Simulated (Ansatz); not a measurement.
Predict the output of the script below (Ansatz 0.2.0 through its Python package).

The script, `run_methods.py`:
```python
"""CH7BN2 at several levels of theory."""

import ansatz as az
from ase import Atoms

BASIS_SET = "def2-SVP"


def main() -> None:
    atoms = Atoms(["C", "N", "B", "N", "H", "H", "H", "H", "H", "H", "H"], positions=[
        [-0.7208, 1.1379, -0.0086],
        [-0.6324, -0.0045, 0.8248],
        [0.7321, -0.6164, 0.6555],
        [1.2716, -1.2497, -0.6466],
        [-0.7109, 0.9088, -1.1168],
        [-1.7609, 1.662, 0.1654],
        [0.0362, 1.9407, 0.2297],
        [-1.2889, -0.6964, 0.505],
        [1.4742, -0.6822, 1.6551],
        [0.4589, -1.9436, -0.8911],
        [1.2062, -0.5136, -1.3517],
    ])
    geometry = az.Crystal.molecule_from_ase(atoms)

    job = geometry.calculation().basis(gaussian=BASIS_SET)

    methods = ["mp2", "ccsd", "ccsd_t"]
    reports = [job.correlation(m).run(threads=1, pin="off").report for m in methods]
    print(f"Hartree-Fock reference {reports[0]['reference_energy_ev'] / 27.211386246:.6f} Ha")
    best = reports[-1]["free_energy_ev"] - reports[-1]["reference_energy_ev"]
    for method, each in zip(methods, reports):
        gained = each["free_energy_ev"] - each["reference_energy_ev"]
        print(f"{method:8s} total {each['free_energy_ev'] / 27.211386246:.6f} Ha  correlation {gained:9.4f} eV  ({100 * gained / best:.1f} % of the last)")


if __name__ == "__main__":
    main()
```

Output of `python run_methods.py`:
```text
Hartree-Fock reference -175.381245 Ha
mp2      total -175.954614 Ha  correlation  -15.6022 eV  (89.9 % of the last)
ccsd     total -176.001469 Ha  correlation  -16.8771 eV  (97.3 % of the last)
ccsd_t   total -176.018860 Ha  correlation  -17.3504 eV  (100.0 % of the last)
```

Reading the output:
- Total energies depend on the basis set; only differences at equal settings carry meaning.
- The geometry is a force-field or estimated start, not a minimum of this method, and the basis set is short of its limit. A lower total doesn't mark the better method: functionals have no common bound, and MP2 and coupled cluster aren't variational.
- Inner cores stay frozen, so this is valence correlation.
- Finished in 14 s on 1 thread of Intel(R) Xeon(R) Platinum 8375C CPU @ 2.90GHz (Ice Lake), on a shared host, peak memory 0.44 GiB.

(Lines on the test bed's own set-up are left out of the output.)
